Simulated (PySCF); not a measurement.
# Mo (Mo5+): the cost of one run

Programs: PySCF 2.14.0, with routines of our own; each step states its level. All values are computed. Atoms count from 0.

### 1 The system as given

1 atom, charge 5, states of the metal's open shell are computed; geometry from: free ion.

### 2 Ligand-field states: state-averaged CASSCF

The job: settings as JSON, then the geometry in Å.

```
{"job": {"kind": "lf", "basis": {"metal": "x2c-TZVPall", "ligand": "x2c-SVPall"}, "nevpt": true}, "charge": 5, "metal": "Mo", "open_shell": "d1"}
Mo     0.000000     0.000000     0.000000
```

With the program's defaults for keys left out, this is: state-averaged CASSCF of the metal d shell, SC-NEVPT2 on the averaged canonical orbitals, state-interaction spin-orbit coupling.

On the command line:

```sh
$ OMP_NUM_THREADS=1 python lf_run.py task.json out
```

The driver reads the jobs from task.json and runs them one after another.

Q: Estimate the wall time and peak memory of this job on 1 thread of Arm Neoverse V2, shared host.

About 3 s, with a peak of 0.2 GiB.
